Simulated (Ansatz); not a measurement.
What does this script print? It uses Ansatz's Python interface.

`fhszn.xyz`
```text
4

F     0.00790    0.12220    1.69800
Zn   -0.90540    0.28010    0.56360
S    -0.21150    0.06810   -1.14900
H     1.16460   -0.53070   -1.13290
```

The script, `adiabatic_fhszn.py`:
```python
# -*- coding: utf-8 -*-
'''Vertical and adiabatic ionisation of FHSZn.'''

import ansatz as az
import numpy as np


def main():
    system = az.Crystal.molecule_from_extxyz('fhszn.xyz')

    job = (
        system.calculation()
        .basis(gaussian='def2-SVP')
        .functional('r2SCAN', dispersion='d4')
    )
    symbols = [site.symbol for site in system.cartesian_sites]
    start = np.array([site.position_ang for site in system.cartesian_sites], dtype=float)
    rep = job.relax(force_tolerance=0.01, max_steps=100).run().report
    end = np.array(rep['positions_ang'])

    minimum = az.Crystal.molecule()
    for symbol, place in zip(symbols, end):
        minimum = minimum.atom(symbol, place.tolist())
    ion = minimum.calculation()
    ion = ion.basis(gaussian='def2-SVP')
    ion = ion.functional('r2SCAN', dispersion='d4')
    ion = ion.charge(1)
    ion = ion.spin('collinear', total=1)
    vertical = ion.run().report
    settled = ion.relax(force_tolerance=0.01, max_steps=80).run().report
    print(f'vertical ionisation energy   {vertical["free_energy_ev"] - rep["free_energy_ev"]:.3f} eV')
    print(f'adiabatic, no zero point     {settled["free_energy_ev"] - rep["free_energy_ev"]:.3f} eV')
    print(f'relaxation energy of the ion {vertical["free_energy_ev"] - settled["free_energy_ev"]:.3f} eV')
    ionised = np.array(settled['positions_ang'])
    print('final positions (A) and the move of each atom')
    for symbol, xyz, old in zip(symbols, ionised, end):
        print(f'{symbol:2s} {xyz[0]:10.5f} {xyz[1]:10.5f} {xyz[2]:10.5f}   {np.linalg.norm(xyz - old):7.4f}')


if __name__ == '__main__':
    main()
```

```console
$ python adiabatic_fhszn.py
vertical ionisation energy   10.032 eV
adiabatic, no zero point     9.943 eV
relaxation energy of the ion 0.089 eV
final positions (A) and the move of each atom
F    -0.42534    0.27571    2.42622    0.0745
Zn   -0.33855    0.16084    0.71592    0.0902
S    -0.22317    0.00830   -1.55370    0.0456
H     1.04266   -0.50515   -1.60873    0.1193
```

The energies are electronic: no zero-point or thermal terms, and the basis set is short of its limit. The product may relax into another structure. Each relaxation finds its nearest minimum, which needn't be the lowest. It ran for 110 s on 1 thread of Arm Neoverse V1, on a shared host, peak memory 0.28 GiB.
